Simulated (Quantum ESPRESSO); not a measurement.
LiSiP:

```
Li Si P
1.0
     2.02883   -2.15990    0.00000
     2.02883    2.15990    0.00000
     0.00000    0.00000    5.44505
Li Si P
1 1 1
Direct
  0.50000 0.50000 0.50000
  0.50000 0.50000 0.00000
  0.00000 0.00000 0.00000
```

The cell was built by a generator and needn't be a form met in nature.

Base run:

- Program: Quantum ESPRESSO 7.5
- Functional: PBE
- Potentials or basis: SSSP 1.3 efficiency PBE
- Cutoff: 748 eV
- Density cutoff: 5987 eV
- k mesh: 9 × 9 × 5
- Occupations: fermi-dirac, width 0.05 eV
- Spin: no spin polarisation

Its results: band gap on the k mesh none (metal or under the smearing width); pressure 33.4 GPa.

Problem. The run is repeated on the same cell with these changes: potentials or basis from SSSP 1.3 efficiency PBE to JTH 2.0 PBE; cutoff from 748 eV to 490 eV; density cutoff from 5987 eV to 2939 eV; occupations from fermi-dirac, width 0.05 eV to cold, width 0.05 eV. What comes out?

Solution. Band gap on the k mesh none (metal or under the smearing width); pressure 32.9 GPa.

Caveats: a pressure of tens of GPa on the cell as given is suspect, and the run, the potentials or the cell itself is likely at fault; the cutoff is low for these files, which shifts pressure and relaxed volume (some runs).
